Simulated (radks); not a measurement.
**Excited configurations of Xe³⁺**

One table from this session's results is given with a row withheld; the runs are named, their logs left out.

Program: radks (a radial shooting solver on a logarithmic mesh, Libxc functionals) version 1. Level of theory: scalar-relativistic Kohn-Sham, BLYP, spin-polarised, spherical densities, finite nucleus; open shells are filled with parallel spins first. These are calculated values, not measurements, unless marked.

**What is computed**

* element: xenon (Z = 54)
* charge: +3
* electrons: 51
* configuration: [Kr] 4d10 5s2 5p3
* nuclear rms radius: 4.7859 fm

Outer shells as boxes (Hund's rule):

Xe³⁺
```
[Kr] core
4d [↑↓][↑↓][↑↓][↑↓][↑↓]
5s [↑↓]
5p [↑ ][↑ ][↑ ]
```

Set-up of the first run:

Settings of this run:

```text
Z 54
configuration [Kr] 4d10 5s2 5p3
relativity scalar-relativistic
functional b88,lyp
spin polarised
nucleus finite rms 4.7859 fm
c 137.035999084
```

Steps of the session up to this table: Ground configuration: [Kr] 4d10 5s2 5p3.

One of the session's tables, all rows but one given; the rest of the session is left out.

It belongs to the step «Ground configuration: [Kr] 4d10 5s2 5p3». From the orbitals of this run (lengths in bohr):

| level | <r> | outermost maximum (interpolated) | 90 % within | nodes |
| --- | --- | --- | --- | --- |
| 4p up | 0.7644 | 0.693 | 1.12 | 2 |
| 4p down | 0.7638 | 0.693 | 1.11 | 2 |
| 4d up | 0.8747 | 0.747 | 1.33 | 1 |
| 4d down | 0.8707 | 0.747 | 1.32 | 1 |
| 5s up | 1.747 | 1.59 | 2.50 | 4 |
| 5s down | ? | ? | ? | ? |
| 5p up | 2.003 | 1.80 | 2.89 | 3 |
| 5p down | 2.025 | 1.79 | 2.94 | 3 |

Q: Estimate the row for 5s down from the others.

**Answer.** <r>: 1.745; outermost maximum (interpolated): 1.57; 90 % within: 2.51; nodes: 4. In the column «<r>» it lies between 4d up (0.8747) and 5s up (1.747).

To keep in mind: Open shells are spherical and high-spin; term and fine-structure splittings are not resolved.
